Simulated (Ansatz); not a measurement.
## BFGeH5NO, SMILES OB(F)[NH][GeH3]: energies of removing a hydrogen, step by step

Computed with Ansatz's Python interface.

`bfgeh5no.xyz`
```text
10

O    -2.01350    0.74260    1.11180
B    -0.71600    0.90790    0.55680
F     0.27220    1.60810    1.30090
N    -0.32580    0.37230   -0.83080
Ge    0.93420   -0.93850   -0.65300
H    -2.05300   -0.05200    1.59800
H     0.03280    1.14750   -1.38200
H     1.32670   -1.49460   -2.03430
H     0.42490   -2.05570    0.32310
H     2.20050   -0.28870    0.01250
```

Interactive session:
```pycon
>>> import ansatz as az
>>> def total_energy(molecule, charge=0, unpaired=0):
...     calc = (
...         molecule.calculation()
...         .basis(gaussian="6-31G*")
...         .functional("B3LYP", dispersion="d3bj")
...     )
...     if charge:
...         calc = calc.charge(charge)
...     if unpaired:
...         calc = calc.spin("collinear", total=unpaired)
...     report = calc.run(threads=1, backend="cpu").report
...     if report["published_state_doubts"]:
...         print("  doubts:", report["published_state_doubts"])
...     return report["free_energy_ev"]
...
>>> def without(molecule, index):
...     rest = az.Crystal.molecule()
...     for i, site in enumerate(molecule.cartesian_sites):
...         if i != index:
...             rest = rest.atom(site.symbol, site.position_ang)
...     return rest
...
>>> geometry = az.Crystal.molecule_from_extxyz("bfgeh5no.xyz")
>>> whole = total_energy(geometry, 0)

>>> hydrogen = total_energy(az.Crystal.molecule().atom("H", (0, 0, 0)), 0, 1)
>>> print(f"E(molecule) = {whole:.5f} eV, E(H) = {hydrogen:.5f} eV")
E(molecule) = -63526.31823 eV, E(H) = -13.61312 eV
>>> for index in [5, 6, 9]:
...     radical = total_energy(without(geometry, index), 0, 1)
...     print(f"H{index}: homolysis {23.060548 * (radical + hydrogen - whole):.1f} kcal/mol")
...     anion = total_energy(without(geometry, index), -1)
...     print(f"H{index}: loss of a proton {23.060548 * (anion - whole):.1f} kcal/mol")
...
H5: homolysis 102.2 kcal/mol
H5: loss of a proton 363.0 kcal/mol
H6: homolysis 99.8 kcal/mol
H6: loss of a proton 377.9 kcal/mol
H9: homolysis 84.1 kcal/mol
H9: loss of a proton 391.9 kcal/mol
```

Reading the output:
- The settings weren't tested for convergence.
- The geometry is a force-field or estimated start, not a minimum of this method, and the basis set is short of its limit. All parts are taken at fixed geometry, without zero-point energy.
- b3lyp holds the VWN-RPA fit, as in Gaussian; the form of ORCA and Turbomole is b3lyp5.
- Anions want diffuse functions, which this basis lacks.
- Hardware and time: 46 s on 1 thread of Arm Neoverse V2, with other jobs on the host, peak memory 0.37 GiB.

(Lines on the test bed's own set-up are left out of the output.)
